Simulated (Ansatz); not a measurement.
# ClH5O4Si2: up Jacob's ladder to CCSD(T)

An exercise on one series of results from a longer session: the logs are not shown, and one member is left open.

Program: Ansatz 0.2.0, Gaussian basis. Level of theory: functionals in def2-TZVPP, the program's frozen cores in correlated methods. These are calculated values, not measurements.

Levels to be run: PBE-D4, r2SCAN-D4, PBE0-D4, B3LYP-D4, ωB97X-V, ωB97M-V, B2PLYP; CCSD(T)/def2-TZVPP; MP2/def2-QZVPP; extrapolation to the limit.

### Structure used throughout

All runs share one geometry, relaxed beforehand with PBE0-D4 in a triple-zeta def2 set.

SMILES `O[SiH](O)O[SiH](O)Cl`, 12 atoms, charge 0, spin multiplicity 1.

Atoms are counted from 1 here; the program's logs count them from 0.

Bond lengths: O1–Si2 1.632 Å, O1–H8 0.961 Å, Si2–O3 1.623 Å, Si2–O4 1.642 Å, Si2–H9 1.471 Å, O3–H10 0.959 Å, O4–Si5 1.611 Å, Si5–O6 1.620 Å, Si5–Cl7 2.072 Å, Si5–H11 1.467 Å, O6–H12 0.959 Å. Angles: Si2–O1–H8 117.4°, O1–Si2–O3 108.7°, O1–Si2–O4 109.2°, O1–Si2–H9 113.8°, O3–Si2–O4 111.4°, O3–Si2–H9 106.4°, O4–Si2–H9 107.4°, Si2–O3–H10 118.2°, Si2–O4–Si5 148.7°, O4–Si5–O6 112.7°, O4–Si5–Cl7 106.9°, O4–Si5–H11 112.2°, O6–Si5–Cl7 109.8°, O6–Si5–H11 106.8°, Cl7–Si5–H11 108.3°, Si5–O6–H12 119.7°.

Set-up of the first run:

Input file in.yaml:

```yaml
crystal:
  periodic: [false, false, false]
  atoms:
    - {symbol: O, position_ang: [0.219025, 1.951137, -0.945379]}
    - {symbol: Si, position_ang: [-0.723842, 1.276572, 0.202665]}
    - {symbol: O, position_ang: [-0.647255, 2.190130, 1.541817]}
    - {symbol: O, position_ang: [-0.208557, -0.255370, 0.492501]}
    - {symbol: Si, position_ang: [0.676077, -1.520342, 0.030129]}
    - {symbol: O, position_ang: [-0.137104, -2.918608, 0.121271]}
    - {symbol: Cl, position_ang: [1.253942, -1.169016, -1.928083]}
    - {symbol: H, position_ang: [0.591703, 1.366382, -1.610462]}
    - {symbol: H, position_ang: [-2.145424, 1.199730, -0.167274]}
    - {symbol: H, position_ang: [0.196567, 2.579592, 1.776485]}
    - {symbol: H, position_ang: [1.884434, -1.678443, 0.846595]}
    - {symbol: H, position_ang: [-0.959586, -3.021784, -0.360255]}
basis:
  gaussian: {orbitals: def2-TZVPP}
hamiltonian: {xc: pbe, dispersion: d4}
output: {forces: true, orbitals: {seedname: orbitals}}
```

On the command line:

```
ansatz run in.yaml --threads 2 --pin off --events-out ev --progress --plain --max-ram 32768MiB --backend cuda --devices 0, --max-vram 18GiB
```

Steps of the session up to this table: PBE-D4 (GGA); r2SCAN-D4 (meta-GGA); PBE0-D4 (hybrid); B3LYP-D4 (hybrid); ωB97X-V (range-separated); ωB97M-V (range-separated); B2PLYP (double hybrid); CCSD(T) in def2-TZVPP; MP2 in def2-QZVPP.

One table of the session follows, with a row left open; its other results are not shown here.

It belongs to the step «Atomisation energies». 

| method | atomisation energy (kJ/mol) |
| --- | --- |
| PBE-D4 | 4849.1 |
| r2SCAN-D4 | 4828.2 |
| PBE0-D4 | 4746.4 |
| B3LYP-D4 | 4777.1 |
| ωB97X-V | 4830.5 |
| ωB97M-V | 4839.6 |
| B2PLYP | 4753.7 |
| HF/def2-TZVPP | 3448.5 |
| MP2/def2-TZVPP | 4850.4 |
| CCSD/def2-TZVPP | 4614.6 |
| CCSD(T)/def2-TZVPP | 4691.5 |
| MP2/CBS | 5016.0 |
| CCSD(T)/CBS | ? |

Estimate the missing values for CCSD(T)/CBS.

As computed: atomisation energy (kJ/mol): 4857.1. In the column «atomisation energy (kJ/mol)» it lies between MP2/def2-TZVPP (4850.4) and MP2/CBS (5016.0).

Caveats from the session: Free atoms (4 O, 2 Si, 1 Cl, 5 H) were run apart at each level; the atomisation energy is their sum less the molecule, without zero-point or spin-orbit terms.
